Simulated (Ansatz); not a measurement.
# CH₄ClGaSe: vertical ionisation energy

One table from this session's results is given with a row withheld; the runs are named, their logs left out.

Computed with Ansatz 0.2.0, Gaussian basis. Level: unrestricted cation, the program's frozen cores in correlated methods.

Plan: UKS PBE-D4/def2-TZVPP; UKS r2SCAN-D4/def2-TZVPP; UKS PBE0-D4/def2-TZVPP; UKS B3LYP-D4/def2-TZVPP; UKS wB97X-V/def2-TZVPP; UKS wB97M-V/def2-TZVPP; UKS B2PLYP/def2-TZVPP; UHF-MP2/def2-TZVPP; UHF-MP2/def2-QZVPP; then −ε(HOMO) from the neutral's earlier runs with LDA (SPW92), PBE-D4, revPBE-D4, BLYP-D4, r2SCAN-D4, B97M-V, PBE0-D4, B3LYP-D4, r2SCANh-D4, r2SCAN0-D4, HSE06-D4, BHLYP-D4, CAM-B3LYP-D4, LC-ωPBE, ωB97X-V, ωB97M-V.

1 further run of the same task is left out (it didn't finish).

### The geometry

All runs share one geometry, relaxed beforehand with PBE0-D4 in a triple-zeta def2 set.

8 atoms, charge 0, spin multiplicity 1.

Atoms are counted from 1 here; the program's logs count them from 0.

Bond lengths: C1–Se2 1.960 Å, C1–H5 1.086 Å, C1–H6 1.088 Å, C1–H7 1.087 Å, Se2–Ga3 2.300 Å, Ga3–Cl4 2.153 Å, Ga3–H8 1.552 Å. Angles: Se2–C1–H5 110.3°, Se2–C1–H6 105.9°, Se2–C1–H7 110.0°, H5–C1–H6 110.1°, H5–C1–H7 110.3°, H6–C1–H7 110.1°, C1–Se2–Ga3 99.6°, Se2–Ga3–Cl4 115.6°, Se2–Ga3–H8 125.8°, Cl4–Ga3–H8 118.6°.

The first run:

Input file in.yaml:

```yaml
crystal:
  periodic: [false, false, false]
  atoms:
    - {symbol: C, position_ang: [-0.326027, 1.353596, -0.365559]}
    - {symbol: Se, position_ang: [0.476959, 0.615296, 1.262376]}
    - {symbol: Ga, position_ang: [0.508276, -1.614005, 0.698569]}
    - {symbol: Cl, position_ang: [-0.303630, -2.095472, -1.236060]}
    - {symbol: H, position_ang: [-1.268770, 0.857775, -0.579355]}
    - {symbol: H, position_ang: [-0.496200, 2.409233, -0.162197]}
    - {symbol: H, position_ang: [0.357645, 1.240303, -1.202533]}
    - {symbol: H, position_ang: [1.051746, -2.766726, 1.584749]}
basis:
  gaussian: {orbitals: def2-TZVPP}
total_charge: 1
magnetization: {spin_polarized: true, initial_magnetization: 1}
hamiltonian: {xc: pbe, dispersion: d4}
```

On the command line:

```
$ ansatz run in.yaml --threads 2 --pin off --events-out ev --progress --plain --max-ram 32768MiB --backend cpu
```

Steps of the session up to this table: Cation, UKS PBE-D4/def2-TZVPP; Cation, UKS r2SCAN-D4/def2-TZVPP; Cation, UKS PBE0-D4/def2-TZVPP; Cation, UKS B3LYP-D4/def2-TZVPP; Cation, UKS wB97X-V/def2-TZVPP; Cation, UKS wB97M-V/def2-TZVPP; Cation, UKS B2PLYP (frozen core)/def2-TZVPP; Cation, UHF-MP2/def2-TZVPP; Cation, UHF-MP2/def2-QZVPP.

One table of the session follows, with a row left open; its other results are not shown here.

Orbital estimates, from the neutral's runs:

```
  functional  −ε(HOMO) (eV)
 LDA (SPW92)           6.17
      PBE-D4           6.02
   revPBE-D4           5.96
     BLYP-D4           5.86
   r2SCAN-D4           6.28
      B97M-V           6.33
     PBE0-D4           7.11
    B3LYP-D4           6.88
  r2SCANh-D4           6.68
  r2SCAN0-D4           7.28
    HSE06-D4           6.71
    BHLYP-D4           8.05
CAM-B3LYP-D4           8.36
     LC-ωPBE           9.69
     ωB97X-V              ?
     ωB97M-V           9.22
```

Estimate the missing values for ωB97X-V.

As computed: −ε(HOMO) (eV): 9.35. In the column «−ε(HOMO) (eV)» it lies between ωB97M-V (9.22) and LC-ωPBE (9.69).
